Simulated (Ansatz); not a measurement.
**SiO2: properties at the relaxed cell**

The task here is to estimate one member of a computed series from the others.

Program: Ansatz 0.2.0. Level of theory: DFT r2SCAN, scalar-relativistic, plane waves, PAW. These are calculated values, not measurements.

## The system as given

It takes space group Pmma (No. 51, orthorhombic). The conventional cell has a = 5.239 Å, b = 7.433 Å, c = 8.127 Å, α = 90.00°, β = 90.00°, γ = 90.00°. Si (site symmetry m) is surrounded by 4 O at 1.60 to 1.61 Å. Around Si (site symmetry mm2) lie 4 O at 1.60 to 1.61 Å. O (site symmetry 2) is surrounded by 2 Si at 1.61 Å. Around O (site symmetry mm2) lie 2 Si at 1.61 Å. O (site symmetry m) has 2 Si at 1.60 to 1.61 Å in its first shell of neighbours. O (site symmetry 2/m) is surrounded by 2 Si at 1.60 Å.

Coordinates:

```
Si O
1.0
     5.23870    0.00000    0.00000
     0.00000    7.43307    0.00000
     0.00000    0.00000    8.12734
Si O
6 12
Direct
  0.25000 0.21168 0.10496
  0.75000 0.78832 0.89504
  0.75000 0.21168 0.89504
  0.25000 0.78832 0.10496
  0.25000 0.50000 0.38678
  0.75000 0.50000 0.61322
  0.00000 0.26373 0.00000
  0.50000 0.73627 0.00000
  0.00000 0.73627 0.00000
  0.50000 0.26373 0.00000
  0.25000 0.00000 0.14737
  0.75000 0.00000 0.85263
  0.25000 0.32143 0.27463
  0.75000 0.67857 0.72537
  0.75000 0.32143 0.72537
  0.25000 0.67857 0.27463
  0.50000 0.50000 0.50000
  0.00000 0.50000 0.50000
```

It goes back to an entry of the Materials Project, which need not be the stable form.

It is the result of an earlier relaxation at this level (volume 17.58 Å³/atom; gap on the mesh: 6.17 eV).

Set-up of the first run:

input.yaml

```yaml
crystal:
  lattice:
    - [5.1857800558, 0.0, 0.0]
    - [0.0, 7.3579806461, 0.0]
    - [0.0, 0.0, 8.0452396186]
  atoms:
    - { symbol: Si, position: [0.25, 0.2116761628, 0.1049568897] }
    - { symbol: Si, position: [0.75, 0.7883238372, 0.8950431103] }
    - { symbol: Si, position: [0.75, 0.2116761628, 0.8950431103] }
    - { symbol: Si, position: [0.25, 0.7883238372, 0.1049568897] }
    - { symbol: Si, position: [0.25, 0.5, 0.3867842583] }
    - { symbol: Si, position: [0.75, 0.5, 0.6132157417] }
    - { symbol: O, position: [0.0, 0.2637290677, 0.0] }
    - { symbol: O, position: [0.5, 0.7362709323, 0.0] }
    - { symbol: O, position: [0.0, 0.7362709323, 0.0] }
    - { symbol: O, position: [0.5, 0.2637290677, 0.0] }
    - { symbol: O, position: [0.25, 0.0, 0.1473663389] }
    - { symbol: O, position: [0.75, 0.0, 0.8526336611] }
    - { symbol: O, position: [0.25, 0.3214307736, 0.2746261432] }
    - { symbol: O, position: [0.75, 0.6785692264, 0.7253738568] }
    - { symbol: O, position: [0.75, 0.3214307736, 0.7253738568] }
    - { symbol: O, position: [0.25, 0.6785692264, 0.2746261432] }
    - { symbol: O, position: [0.5, 0.5, 0.5] }
    - { symbol: O, position: [0.0, 0.5, 0.5] }
basis:
  ecutwfc: 500
kpoints:
  mp_grid: { grid: [4, 4, 4] }
hamiltonian:
  xc: r2scan
scf:
  occupations: { method: gaussian, width: 0.02 }
output:
  forces: true
  stress: true
  eigenvalues: true
relax:
  adjacent_minimum: "off"
  f_tol: 0.01
  max_steps: 30
  cell: { stress_tol: 0.1, fix: [volume] }
```

Started as:

```bash
> ansatz run input.yaml --threads 4 --pin off --max-ram 10240MiB --backend cpu --events-out ev --progress --plain --runs-dir out
```

Among the steps run: The cell scaled to 0.97 of its volume; Volume × 1.03; Volume × 0.94; Point at V/V0 = 1.06; Volume × 0.91; The cell scaled to 1.10 of its volume; Point at V/V0 = 0.88.

One table of the session follows, with a row left open; its other results are not shown here.

It belongs to the step «Equation of state». 

```
volume (Å³/atom)  energy above the lowest point (meV/atom)  pressure (GPa)  gap on the mesh (eV)
          15.472                                      65.5           11.13                  6.22
          16.000                                         ?               ?                     ?
          16.527                                      14.6            4.64                  6.22
          17.055                                       3.5            2.15                  6.20
          17.582                                       0.0            0.00                  6.17
          18.109                                       4.1           -2.59                  6.12
          18.637                                      17.4           -5.51                  6.05
          19.340                                      49.6           -9.04                  5.88
```

Q: Estimate the row for volume (Å³/atom) = 16.000 from the others.

Worked estimate for «energy above the lowest point (meV/atom)». A straight line through the neighbours (15.472, 65.5) and (16.527, 14.6) gives 65.5 + (14.6 − 65.5) × (16.000 − 15.472) / (16.527 − 15.472) = 40.0; a parabola fitted to 3 rows on both sides gives 35.2.

As computed: energy above the lowest point (meV/atom): 34.7; pressure (GPa): 7.65; gap on the mesh (eV): 6.23. In «energy above the lowest point (meV/atom)» the line misses by +5.3 and the parabola by +0.5.

Limits of these values: Warnings in the runs' records: xc potential rough in thin density.
